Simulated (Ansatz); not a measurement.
# Ti: the cost of one run

Computed with Ansatz 0.2.0 (DFT r2SCAN, scalar-relativistic, plane waves, PAW, unless a step's input says otherwise).

### 1 The structure to begin with

It takes space group Fm-3m (No. 225, cubic). The conventional cell has a = 4.060 Å, b = 4.060 Å, c = 4.060 Å, α = 90.00°, β = 90.00°, γ = 90.00°. Ti (site symmetry m-3m) has 12 Ti at 2.87 Å in its first shell of neighbours.

Coordinates:

```
CELL_PARAMETERS angstrom
4.06000 -4.06000 0.00000
4.06000 0.00000 4.06000
0.00000 -4.06000 4.06000
ATOMIC_POSITIONS crystal
Ti 0.50000 0.00000 0.00000
Ti 0.50000 0.00000 0.50000
Ti 0.50000 0.50000 0.00000
Ti 0.50000 0.50000 0.50000
Ti 0.00000 0.00000 0.00000
Ti 0.00000 0.00000 0.50000
Ti 0.00000 0.50000 0.00000
Ti 0.00000 0.50000 0.50000
```

The cell is taken as given, not relaxed at this level.

### 2 Zero of energy

The cell is repeated 8 times, 8 atoms in all. The reference gives a free energy of -20034.3915 eV, pressure 4.41 GPa, largest force 0.000 eV/Å and gap on the mesh none (metal). It was computed beforehand with the settings of the runs below.

### 3 The scan: a one-atom displacement scan

Atom 1 (Ti) is moved by x along the Cartesian unit vector (0.707, 0.707, 0.000); the cell and all other atoms stay fixed. Forces below are components along that vector, summed over the moved atoms. In a periodic cell its images move with it.

### 4 At x = -0.300 Å

The input, input.yaml:

```yaml
crystal:
  lattice:
    - [4.06, -4.06, 0.0]
    - [4.06, 0.0, 4.06]
    - [0.0, -4.06, 4.06]
  atoms:
    - { symbol: Ti, position: [0.5, -0.0522492695, 0.0522492695] }
    - { symbol: Ti, position: [0.5, 0.0, 0.5] }
    - { symbol: Ti, position: [0.5, 0.5, 0.0] }
    - { symbol: Ti, position: [0.5, 0.5, 0.5] }
    - { symbol: Ti, position: [0.0, 0.0, 0.0] }
    - { symbol: Ti, position: [0.0, 0.0, 0.5] }
    - { symbol: Ti, position: [0.0, 0.5, 0.0] }
    - { symbol: Ti, position: [0.0, 0.5, 0.5] }
basis:
  ecutwfc: 500
kpoints:
  mp_grid: { grid: [10, 10, 10] }
hamiltonian:
  xc: r2scan
scf:
  occupations: { method: gaussian, width: 0.15 }
output:
  forces: true
  stress: true
  eigenvalues: true
```

Command:

```sh
> ansatz run input.yaml --threads 2 --pin off --max-ram 5120MiB --backend cpu --events-out ev --progress --plain --runs-dir out
```

What time and memory should one allow on 2 threads of Intel Xeon Platinum 8375C at 2.90GHz (Ice Lake), shared host?

About 96 s, with a peak of 1.5 GiB.
